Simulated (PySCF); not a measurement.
**WOCl2: relaxation and vibrations of the triplet**

The task is one start of a wider search on WOCl2: the triplet, from a B3LYP minimum start. It is relaxed, tested by its Hessian and followed downhill if it is a saddle.

Computed with PySCF 2.14.0. Level: B3LYP, basis W def2-SVP with ECP60, O def2-SVP, Cl def2-SVP, scalar-relativistic core potentials, no spin–orbit coupling, density fitting.

### Step 1. Starting geometry

4 atoms, charge 0, spin multiplicity 3.

Bond lengths: W1–O2 1.690 Å, W1–Cl3 2.306 Å, W1–Cl4 2.306 Å. Angles: O2–W1–Cl3 119.3°, O2–W1–Cl4 119.3°, Cl3–W1–Cl4 121.3°.

Coordinates in bohr (charge 0 multiplicity 3):
```
W     0.3640    0.0000    0.0000
O     3.5573    0.0000    0.0000
Cl   -1.7709   -3.7981    0.0000
Cl   -1.7709    3.7981    0.0000
```

### Step 2. First SCF at the start

The steps below are one call of a driver around PySCF. For each, scf.py gives the equivalent set-up of the SCF; relaxations use the driver's own optimiser. After this first run the driver tries any further starts and a stability analysis.

The input, scf.py:

```python
from pyscf import gto, scf, dft
mol = gto.M(atom='''
W      0.192600     0.000000     0.000000
O      1.882460    -0.000000     0.000000
Cl    -0.937110    -2.009890    -0.000000
Cl    -0.937110     2.009890     0.000000''',
    basis={'W': 'def2-SVP', 'O': 'def2-SVP', 'Cl': 'def2-SVP'},
    ecp={'W': 'def2-SVP'},
    charge=0, spin=2)
mf = dft.UKS(mol, xc='B3LYP')
mf.grids.atom_grid = (50, 194)
aux = {'W': 'def2-universal-JKFIT', 'O': 'def2-universal-JKFIT', 'Cl': 'def2-universal-JKFIT'}
mf = mf.density_fit(auxbasis=aux)
mf.conv_tol = 1e-08
mf.diis_space = 10
mf.max_cycle = 60
mf.init_guess = 'minao'
mf.verbose = 4
mf.kernel()
```

Launch:

```
$ OMP_NUM_THREADS=2 python axn.py task.json out
```

The program printed:

```text
init E= -1050.20518231385
[... the frontier-level lines of each cycle are left out ...]
cycle= 1 E= -1062.28995206464  delta_E= -12.1  |g|= 0.774  |ddm|= 5.11
cycle= 2 E= -1057.75840310349  delta_E= 4.53  |g|=    3  |ddm|= 2.45
cycle= 3 E= -1062.52098869863  delta_E= -4.76  |g|= 0.194  |ddm|= 2.15
cycle= 4 E= -1062.53861644795  delta_E= -0.0176  |g|= 0.0749  |ddm|= 0.332
cycle= 5 E= -1062.54114593289  delta_E= -0.00253  |g|= 0.0212  |ddm|= 0.095
cycle= 6 E= -1062.54136167668  delta_E= -0.000216  |g|= 0.011  |ddm|= 0.0318
cycle= 7 E= -1062.54143942336  delta_E= -7.77e-05  |g|= 0.00263  |ddm|= 0.0136
cycle= 8 E= -1062.54145121975  delta_E= -1.18e-05  |g|= 0.00102  |ddm|= 0.0063
cycle= 9 E= -1062.54145388018  delta_E= -2.66e-06  |g|= 0.000473  |ddm|= 0.00376
cycle= 10 E= -1062.54145413986  delta_E= -2.6e-07  |g|= 0.000124  |ddm|= 0.00105
cycle= 11 E= -1062.54145416123  delta_E= -2.14e-08  |g|= 2.2e-05  |ddm|= 0.000369
cycle= 12 E= -1062.54145416184  delta_E= -6.09e-10  |g|= 9.25e-06  |ddm|= 6.25e-05
Extra cycle  E= -1062.54145416165  delta_E= 1.9e-10  |g|= 2.59e-05  |ddm|= 2.68e-05
converged SCF energy = -1062.54145416165  <S^2> = 2.0128284  2S+1 = 3.0085401
```

This step, with its further starts and checks, took 19 s on 2 threads of Arm Neoverse V1, shared host.

The starts that the driver tried:

```tsv
start	energy (Eh)
the minimal-basis guess	-1062.541454
a thermally smeared density	-1062.541454
a smeared PBE density	-1062.541454
```

No lower solution of this spin turned up from the other starts or in the test of internal stability.

### Step 3. Relaxation: B3LYP minimum start, triplet

The program finds C2v symmetry in the start, which this walk keeps.

scf.py, as its differences from that of step 2:

```diff
@@ -3,4 +3,4 @@
-W      0.192600     0.000000     0.000000
-O      1.882460    -0.000000     0.000000
-Cl    -0.937110    -2.009890    -0.000000
-Cl    -0.937110     2.009890     0.000000''',
+W      0.192602     0.000000     0.000000
+O      1.882462     0.000000     0.000000
+Cl    -0.937108    -2.009890     0.000000
+Cl    -0.937108     2.009890     0.000000''',
@@ -17 +16,0 @@
-mf.init_guess = 'minao'
```

Energy and gradient, step by step:

```tsv
step	energy (Eh)	change (kJ/mol)	largest symmetric gradient (Eh/bohr)
0	-1062.541454	0.00	0.00020
```

The walk took 3.9 s.

It settles in C2v symmetry, 0.0 kJ/mol below the start, after 0 steps: W–Cl 2.306 Å (×2), W–O 1.690 Å; Cl–W–Cl 121.3°, Cl–W–O 119.3° (×2).

### Step 4. Hessian and properties

The point is checked on the finer grid, and tightened if its gradient asks for it. The Hessian and the dipole derivatives come from central differences of analytic gradients, with steps of 0.02 bohr.

scf.py, as its differences from that of step 3:

```diff
@@ -3,4 +3,4 @@
-W      0.192602     0.000000     0.000000
-O      1.882462     0.000000     0.000000
-Cl    -0.937108    -2.009890     0.000000
-Cl    -0.937108     2.009890     0.000000''',
+W      0.191832     0.000000     0.000000
+O      1.881505     0.000000     0.000000
+Cl    -0.936244    -2.010861     0.000000
+Cl    -0.936244     2.010861     0.000000''',
@@ -11 +11 @@
-mf.grids.atom_grid = (50, 194)
+mf.grids.atom_grid = (75, 302)
@@ -14 +14 @@
-mf.conv_tol = 1e-08
+mf.conv_tol = 1e-10
```

The driver hands on the density of the step before, so the log starts near convergence.

SCF at the final geometry:

```text
init E= -1062.5415400556
[... the frontier-level lines of each cycle are left out ...]
cycle= 1 E= -1062.54154005508  delta_E= 5.19e-10  |g|= 3.55e-05  |ddm|= 5.12e-05
cycle= 2 E= -1062.54154005089  delta_E= 4.2e-09  |g|= 0.000104  |ddm|= 0.000118
cycle= 3 E= -1062.54154005557  delta_E= -4.68e-09  |g|= 1.83e-05  |ddm|= 8.16e-05
cycle= 4 E= -1062.54154005573  delta_E= -1.6e-10  |g|= 1.94e-07  |ddm|= 1.65e-05
cycle= 5 E= -1062.54154005573  delta_E= -2.27e-13  |g|= 3.92e-08  |ddm|= 1.96e-07
Extra cycle  E= -1062.54154005573  delta_E= 1.14e-12  |g|= 4.18e-08  |ddm|= 1.03e-07
converged SCF energy = -1062.54154005573  <S^2> = 2.01282  2S+1 = 3.0085345
```

The whole step took 1.8 min.

Geometry: C2v; W–Cl 2.306 Å (×2), W–O 1.690 Å; Cl–W–Cl 121.4°, Cl–W–O 119.3° (×2).

Modes, for the most abundant isotopes:

| symmetry | ω (cm⁻¹) | IR (km/mol) | μ (u) |
| --- | --- | --- | --- |
| a1 | 101 | 1.0 | 39.21 |
| b1 | 114 | 10.7 | 25.65 |
| b2 | 180 | 4.1 | 18.42 |
| a1 | 388 | 16.7 | 37.19 |
| b2 | 402 | 85.1 | 43.27 |
| a1 | 1040 | 135 | 17.26 |

Every mode is real; the point is a minimum.

Constants and moments:

* Dipole moment: 0.66 D
* Highest occupied level: -6.68 eV
* Lowest empty level: -3.97 eV
* Rotational constants: 0.1352, 0.05961, 0.04137 cm⁻¹
* Zero-point energy: 13.3 kJ/mol
* Principal polarisabilities: 40.7, 55.9, 70.4 bohr³
* Atomisation energy without zero-point energy: 1548 kJ/mol
* Principal traceless quadrupole moments about the centre of mass: -3.55, -2.64, 6.20 D Å
* Entropy at 298.15 K and 1 bar (electronic part: spin only): 345.1 J/(mol K)
* Heat capacity Cp at 298.15 K: 71.1 J/(mol K)
* Enthalpy at 298.15 K above 0 K: 16.99 kJ/mol
* Rotational symmetry number: 2
* Spin squared ⟨S²⟩: 2.013

Populations by atom (charges in e):

```csv
atom,Mulliken,Löwdin,polar tensor,spin (Mulliken),Mayer order to W1
W1,0.75,-0.12,1.66,2.04,–
O2,-0.26,-0.07,-0.69,-0.13,2.31
"Cl3,4",-0.24,0.10,-0.49,0.04,1.18
```

Outer orbital energies (eV). α occupied: -11.33, -10.40, -9.99, -9.71, -9.62, -9.35, -7.73, -6.68; empty: -3.10, -1.99, -1.62, -0.12. β occupied: -11.85, -11.38, -11.32, -10.04, -9.77, -9.60, -9.51, -9.36; empty: -3.97, -3.16, -2.43, -1.48.

Mulliken populations on W1 (outside its core potential): s 2.63, p 6.32, d 4.19, f 0.10.

### Step 5. Summary of results

```
                                          quantity                                                               value
                                           minimum                                                        triplet, C2v
                                          geometry  W–Cl 2.306 Å (×2), W–O 1.690 Å; Cl–W–Cl 121.4°, Cl–W–O 119.3° (×2)
                                wavenumbers (cm⁻¹)         101 (a1), 114 (b1), 180 (b2), 388 (a1), 402 (b2), 1040 (a1)
                                     dipole moment                                                              0.66 D
highest occupied, lowest empty level (either spin)                                                     -6.68, -3.97 eV
                         polar-tensor charge of W1                                                             +1.66 e
                                 zero-point energy                                                         13.3 kJ/mol
                               entropy at 298.15 K                                                     345.1 J/(mol K)
         atomisation energy (no zero-point energy)                                                         1548 kJ/mol
                                              ⟨S²⟩                                                               2.013
```

What this shows: The B3LYP minimum start keeps its C2v symmetry and ends in a minimum. The strongest infrared band lies at 1040 cm⁻¹ (a1, stretch). Most of the spin sits on W1 (Mulliken spin 2.04, against 2 for the whole molecule). Only this shape and spin were tried, so other structures or states may lie lower. Open d and f shells are described by one determinant, and the ground state may have another occupation or spin. With an element this heavy the missing spin–orbit coupling can shift these numbers.

The search up to here took 2.2 min.
